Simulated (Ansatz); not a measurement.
# C2H9NO2Zr: ionisation energy by level of theory

One table from this session's results is given with a row withheld; the runs are named, their logs left out.

Computed with Ansatz 0.2.0, Gaussian basis. Level: unrestricted cation, the program's frozen cores in correlated methods.

Levels to be run: UKS PBE-D4/def2-TZVPP; UKS r2SCAN-D4/def2-TZVPP; UKS PBE0-D4/def2-TZVPP; UKS B3LYP-D4/def2-TZVPP; UKS wB97X-V/def2-TZVPP; UKS wB97M-V/def2-TZVPP; UKS B2PLYP/def2-TZVPP; UHF-CCSD(T)/def2-TZVPP; UHF-MP2/def2-QZVPP; extrapolation to the limit; then −ε(HOMO) from the neutral's earlier runs with LDA (SPW92), PBE-D4, revPBE-D4, BLYP-D4, r2SCAN-D4, B97M-V, PBE0-D4, B3LYP-D4, r2SCANh-D4, r2SCAN0-D4, HSE06-D4, BHLYP-D4, CAM-B3LYP-D4, LC-ωPBE, ωB97X-V, ωB97M-V.

## Structure used throughout

All runs share one geometry, relaxed beforehand with PBE0-D4 in a triple-zeta def2 set. Zr takes the def2 core potential; no spin-orbit term is included.

15 atoms, charge 0, spin multiplicity 1.

Atoms are counted from 1 here; the program's logs count them from 0.

Bond lengths: C1–O2 1.388 Å, C1–H7 1.096 Å, C1–H8 1.095 Å, C1–H9 1.096 Å, O2–Zr3 1.917 Å, Zr3–C4 2.243 Å, Zr3–N5 2.040 Å, Zr3–O6 1.931 Å, C4–H10 1.096 Å, C4–H11 1.096 Å, C4–H12 1.097 Å, N5–H13 1.011 Å, N5–H14 1.011 Å, O6–H15 0.952 Å. Angles: O2–C1–H7 110.6°, O2–C1–H8 110.5°, O2–C1–H9 111.0°, H7–C1–H8 108.2°, H7–C1–H9 108.2°, H8–C1–H9 108.2°, C1–O2–Zr3 174.3°, O2–Zr3–C4 104.3°, O2–Zr3–N5 109.9°, O2–Zr3–O6 119.2°, C4–Zr3–N5 106.0°, C4–Zr3–O6 105.9°, N5–Zr3–O6 110.3°, Zr3–C4–H10 111.6°, Zr3–C4–H11 111.5°, Zr3–C4–H12 111.0°, H10–C4–H11 107.5°, H10–C4–H12 107.5° and more.

Set-up of the first run:

in.yaml

```yaml
crystal:
  periodic: [false, false, false]
  atoms:
    - {symbol: C, position_ang: [-0.520233, -1.011845, 2.474571]}
    - {symbol: O, position_ang: [-0.349914, -0.402468, 1.239178]}
    - {symbol: Zr, position_ang: [-0.054878, 0.594098, -0.372069]}
    - {symbol: C, position_ang: [1.607133, -0.501366, -1.405022]}
    - {symbol: N, position_ang: [-1.679676, 0.434979, -1.595293]}
    - {symbol: O, position_ang: [0.517103, 2.434527, -0.251618]}
    - {symbol: H, position_ang: [-1.566767, -0.952843, 2.793306]}
    - {symbol: H, position_ang: [-0.236770, -2.068479, 2.422476]}
    - {symbol: H, position_ang: [0.098520, -0.528529, 3.238676]}
    - {symbol: H, position_ang: [1.348854, -1.551604, -1.580760]}
    - {symbol: H, position_ang: [1.841251, -0.053313, -2.377100]}
    - {symbol: H, position_ang: [2.523805, -0.482617, -0.802915]}
    - {symbol: H, position_ang: [-2.360375, -0.312161, -1.584446]}
    - {symbol: H, position_ang: [-1.969664, 1.121052, -2.278866]}
    - {symbol: H, position_ang: [0.801611, 3.280577, 0.079884]}
basis:
  gaussian: {orbitals: def2-TZVPP}
total_charge: 1
magnetization: {spin_polarized: true, initial_magnetization: 1}
hamiltonian: {xc: pbe, dispersion: d4}
```

Launch:

```sh
$ ansatz run in.yaml --threads 2 --pin off --events-out ev --progress --plain --max-ram 20480MiB --backend cuda --devices 0, --max-vram 18GiB
```

Among the steps run: Cation, UKS PBE-D4/def2-TZVPP; Cation, UKS r2SCAN-D4/def2-TZVPP; Cation, UKS PBE0-D4/def2-TZVPP; Cation, UKS B3LYP-D4/def2-TZVPP; Cation, UKS wB97X-V/def2-TZVPP; Cation, UKS wB97M-V/def2-TZVPP; Cation, UKS B2PLYP (frozen core)/def2-TZVPP; Cation, UHF-CCSD(T)/def2-TZVPP; Cation, UHF-MP2/def2-QZVPP.

One of the session's tables, all rows but one given; the rest of the session is left out.

For comparison, −ε(HOMO) of the neutral from earlier runs:

| functional | −ε(HOMO) (eV) |
| --- | --- |
| LDA (SPW92) | 5.64 |
| PBE-D4 | 5.49 |
| revPBE-D4 | 5.42 |
| BLYP-D4 | 5.36 |
| r2SCAN-D4 | 5.75 |
| B97M-V | 5.84 |
| PBE0-D4 | 6.82 |
| B3LYP-D4 | 6.58 |
| r2SCANh-D4 | 6.25 |
| r2SCAN0-D4 | 7.00 |
| HSE06-D4 | ? |
| BHLYP-D4 | 8.05 |
| CAM-B3LYP-D4 | 8.22 |
| LC-ωPBE | 9.63 |
| ωB97X-V | 9.26 |
| ωB97M-V | 9.15 |

Estimate the missing values for HSE06-D4.

The run gave: −ε(HOMO) (eV): 6.41. In the column «−ε(HOMO) (eV)» it lies between r2SCANh-D4 (6.25) and B3LYP-D4 (6.58).
